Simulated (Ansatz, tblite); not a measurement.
# The cluster Cd₆Cl₂CuTe₆: one state, many levels

The task here is to estimate one member of a computed series from the others.

Program: Ansatz 0.2.0, Gaussian basis. Level of theory: as each input shows. These are calculated values, not measurements.

The runs, in order: GFN1-xTB, GFN2-xTB, PBE-D4/def2-TZVP, r2SCAN-D4/def2-TZVP, r2SCAN0-D4/def2-TZVP, BHLYP-D4/def2-TZVP, HF/def2-TZVP, PBE-D4/def2-SVP, PBE0-D4/def2-SVP, MP2/def2-SVP, RPA/def2-SVP.

1 further run of the same task is left out (set aside as unsound or not needed).

### The relaxed structure

The geometry is that of the doublet, from an earlier relaxation (PBE-D4/def2-SVP).

15 atoms, charge 0, spin multiplicity 2.

Bond lengths: Cd1–Te9 2.726 Å, Cd1–Te10 2.853 Å, Cd1–Cl15 2.600 Å, Cd2–Te8 2.916 Å, Cd2–Te11 2.708 Å, Cd2–Cl14 2.483 Å, Cd3–Te8 3.101 Å, Cd3–Te9 2.812 Å, Cd3–Te12 2.874 Å, Cd3–Cl14 2.701 Å, Cu4–Te8 2.618 Å, Cu4–Te9 2.624 Å, Cu4–Te13 2.634 Å, Cd5–Te10 2.730 Å, Cd5–Te13 2.680 Å, Cd6–Te8 3.284 Å, Cd6–Te11 2.811 Å, Cd6–Te12 2.917 Å and more. Angles: Te9–Cd1–Te10 125.3°, Te9–Cd1–Cl15 112.1°, Te10–Cd1–Cl15 94.3°, Te8–Cd2–Te11 85.8°, Te8–Cd2–Cl14 100.1°, Te11–Cd2–Cl14 163.0°, Te8–Cd3–Te9 83.2°, Te8–Cd3–Te12 108.3°, Te8–Cd3–Cl14 91.0°, Te9–Cd3–Te12 130.2°, Te9–Cd3–Cl14 134.7°, Te12–Cd3–Cl14 94.3°, Te8–Cu4–Te9 97.3°, Te8–Cu4–Te13 113.5°, Te9–Cu4–Te13 149.2°, Te10–Cd5–Te13 165.5°, Te8–Cd6–Te11 77.4°, Te8–Cd6–Te12 102.6° and more.

Cd, Te take a core potential in the def2 sets. No spin-orbit coupling is included.

PBE0-D4/def2-TZVP was run before; its log isn't repeated, and its numbers join the tables.

Set-up of the first run:

Tight binding, by tblite at 300 K electronic temperature and without a spin-polarisation term:

```python
tblite.interface.Calculator('GFN1-xTB', numbers, positions, charge=0, uhf=1).singlepoint()
```

Tight binding, by tblite at 300 K electronic temperature and without a spin-polarisation term:

```python
tblite.interface.Calculator('GFN2-xTB', numbers, positions, charge=0, uhf=1).singlepoint()
```

start.molden holds the orbitals of an earlier run on this state, given as this run's starting guess.

in.yaml reads:

```yaml
crystal:
  periodic: [false, false, false]
  atoms:
    - {symbol: Cd, position_ang: [1.164766, -3.423930, -0.182196]}
    - {symbol: Cd, position_ang: [-1.770461, 2.764682, -1.899700]}
    - {symbol: Cd, position_ang: [-0.599109, -0.142138, -1.441038]}
    - {symbol: Cu, position_ang: [-1.472618, -0.491485, 1.351851]}
    - {symbol: Cd, position_ang: [0.934283, -1.198067, 2.549379]}
    - {symbol: Cd, position_ang: [-0.363199, 2.166872, 1.256624]}
    - {symbol: Cd, position_ang: [2.891669, -0.750069, -0.240659]}
    - {symbol: Te, position_ang: [-3.132504, 0.974905, -0.044519]}
    - {symbol: Te, position_ang: [-1.419687, -2.559907, -0.261596]}
    - {symbol: Te, position_ang: [3.085901, -2.702354, 1.800084]}
    - {symbol: Te, position_ang: [-1.581764, 4.468197, 0.196900]}
    - {symbol: Te, position_ang: [1.615995, 1.574534, -0.803221]}
    - {symbol: Te, position_ang: [-0.703475, 0.644151, 3.600781]}
    - {symbol: Cl, position_ang: [-1.219136, 1.168285, -3.719653]}
    - {symbol: Cl, position_ang: [2.569341, -2.493686, -2.163045]}
basis:
  gaussian: {orbitals: def2-TZVP, fitting: {mean_field: def2-universal-jkfit}, initial_orbitals: start.molden}
magnetization: {spin_polarized: true, initial_magnetization: 1}
hamiltonian: {xc: pbe, dispersion: d4}
scf: {omitted_lower_state_checks: [starts]}
output: {orbitals: {seedname: orbitals}}
```

Launch:

```sh
ansatz run in.yaml --threads 2 --pin off --events-out ev --progress --plain --max-ram 32768MiB --backend cuda --devices 0, --max-vram 18GiB
```

Steps of the session up to this table: PBE-D4/def2-TZVP; r2SCAN-D4/def2-TZVP; r2SCAN0-D4/def2-TZVP; BHLYP-D4/def2-TZVP; HF/def2-TZVP; PBE-D4/def2-SVP; PBE0-D4/def2-SVP; MP2/def2-SVP; RPA/def2-SVP.

One table of the session follows, with a row left open; its other results are not shown here.

It belongs to the step «Binding energy». 

```
               level  binding an atom (eV)
         HF/def2-SVP                 1.082
        HF/def2-TZVP                 1.051
     PBE-D4/def2-SVP                 2.076
    PBE-D4/def2-TZVP                 2.003
 r2SCAN-D4/def2-TZVP                     ?
    PBE0-D4/def2-SVP                 2.034
   PBE0-D4/def2-TZVP                 1.983
r2SCAN0-D4/def2-TZVP                 1.948
  BHLYP-D4/def2-TZVP                 1.835
        RPA/def2-SVP                 1.558
        MP2/def2-SVP                 1.897
```

**Question.** Estimate the row for r2SCAN-D4/def2-TZVP.

As computed: binding an atom (eV): 2.000. In the column «binding an atom (eV)» it lies between PBE0-D4/def2-TZVP (1.983) and PBE-D4/def2-TZVP (2.003).

Limits of these values: Free atoms were run apart at each level; binding is atoms less cluster, divided by the number of atoms, without zero-point or spin-orbit terms.
